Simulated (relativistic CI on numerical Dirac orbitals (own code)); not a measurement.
# Hg XVII (Hg¹⁶⁺): levels and lines

What are the lowest levels and the strongest lines of Hg¹⁶⁺? One CI run answers it; runs with one setting changed show what the result hangs on.

Program: relativistic CI on numerical Dirac orbitals (own code) version 4. Level of theory: Dirac-Coulomb-Breit CI, KLI orbitals optimised for each configuration, model QED (radiative potential, 1s self-energy scaled to tabulated hydrogen-like ionisation energies). These are calculated values, not measurements, unless marked.

### Step 1. The system

| Quantity | Value |
| --- | --- |
| ion | Hg¹⁶⁺ (Hg XVII) |
| nuclear charge | 80 |
| electrons | 64 |
| isotope | A = 202 |
| first configuration typed | [Kr] 4d10 4f14 5s2 5p2 |

The outer shells:

first configuration typed
```
[Kr] core
4d [↑↓][↑↓][↑↓][↑↓][↑↓]
4f [↑↓][↑↓][↑↓][↑↓][↑↓][↑↓][↑↓]
5s [↑↓]
5p [↑ ][↑ ][  ]
```

### Step 2. Base run

Input settings:

```ini
atom Hg  Z=80  charge=16  electrons=64
nucleus A=202  rms_radius_fm=5.4648
hamiltonian dirac-coulomb  breit=on  qed=on  c_scale=1
orbitals kli  potential=per-configuration
slater_scale 1
correlation none
mixing on
configurations
  [Kr] 4d10 4f14 5s2 5p2
  [Kr] 4d10 4f14 5s 5p3
  [Kr] 4d10 4f14 5s2 5p 5d
  [Kr] 4d10 4f13 5s2 5p3
  [Kr] 4d10 4f14 5s 5p2 5d
  [Kr] 4d10 4f14 5s2 5p 5f
  [Kr] 4d10 4f14 5s2 5p 5g
  [Kr] 4d10 4f14 5s 5p2 5f
  [Kr] 4d10 4f14 5s2 5p 6s
  [Kr] 4d10 4f13 5s2 5p2 5d
  [Kr] 4d10 4f14 5p4
  [Kr] 4d10 4f13 5p5
  [Kr] 4d10 4f14 5s2 5d2
  [Kr] 4d10 4f14 5s 5d3
  [Kr] 4d10 4f14 5s2 5f2
  [Kr] 4d10 4f14 5s 5d 5f2
end
```

Launch:

```sh
python run_levels.py task.json out
```

One command runs all members of the session, one after another, from task.json.

### Step 3. Without the Breit term

Settings: those of step 2 with these lines changed.

```diff
@@ -2,3 +2,3 @@
 nucleus A=202  rms_radius_fm=5.4648
-hamiltonian dirac-coulomb  breit=on  qed=on  c_scale=1
+hamiltonian dirac-coulomb  breit=off  qed=on  c_scale=1
 orbitals kli  potential=per-configuration
```

### Step 4. One common potential

Settings: those of step 3 with these lines changed.

```diff
@@ -2,4 +2,4 @@
 nucleus A=202  rms_radius_fm=5.4648
-hamiltonian dirac-coulomb  breit=off  qed=on  c_scale=1
-orbitals kli  potential=per-configuration
+hamiltonian dirac-coulomb  breit=on  qed=on  c_scale=1
+orbitals kli  potential=mean
 slater_scale 1
```

(Steps that only read results are left out.)

**Question.** What will these runs give? Wanted: lowest level; first excitation; lowest level of the other parity; fastest E1 line; ionisation energy.

**Answer**, as computed:

| run | time | mean size of shift, levels followed (cm⁻¹) | lowest level | ionisation energy (eV) |
| --- | --- | --- | --- | --- |
| main run | 1.1 s | 0 | 5p2 [5p1/2^2] J=0 | 392.99 |
| without the Breit term | 0.86 s | 2915 | 5p2 [5p1/2^2] J=0 | 393.58 |
| one common potential | 0.5 s | 8715 | 5p2 [5p1/2^2] J=0 | - |

The tabulated theoretical ionisation energy (NIST) is 402 eV.

| quantity | value |
| --- | --- |
| lowest level | 5p2 [5p1/2^2] J=0 |
| first excitation | 5p2 3P1, 174803 cm⁻¹ |
| lowest level of the other parity | 5s 5p3 [5s 5p3/2] J=2°, 509418 cm⁻¹ |
| levels in the model | 780 |
| fastest E1 line (by rate) to the lowest level among the lowest 200 of 780 levels | 8.472 nm, from 4f13 5s2 5p2 5d 3D°1 + 3P° |
| ionisation energy | 392.99 eV |
| ionisation energy, tabulated theoretical (NIST) | 402 eV |

**Reading.** The lowest level is 5p2 [5p1/2^2] J=0, 73 % pure in LS and 99 % in jj coupling; over the low levels the means are 53 and 96 %, so jj coupling describes them better. The ionisation energy agrees with the tabulated theoretical value within its uncertainty of 20 eV. Of the changes tried, the run «one common potential» moves the low levels most, by 8715 cm⁻¹ on average. Lifetimes count radiative decay inside the model alone.
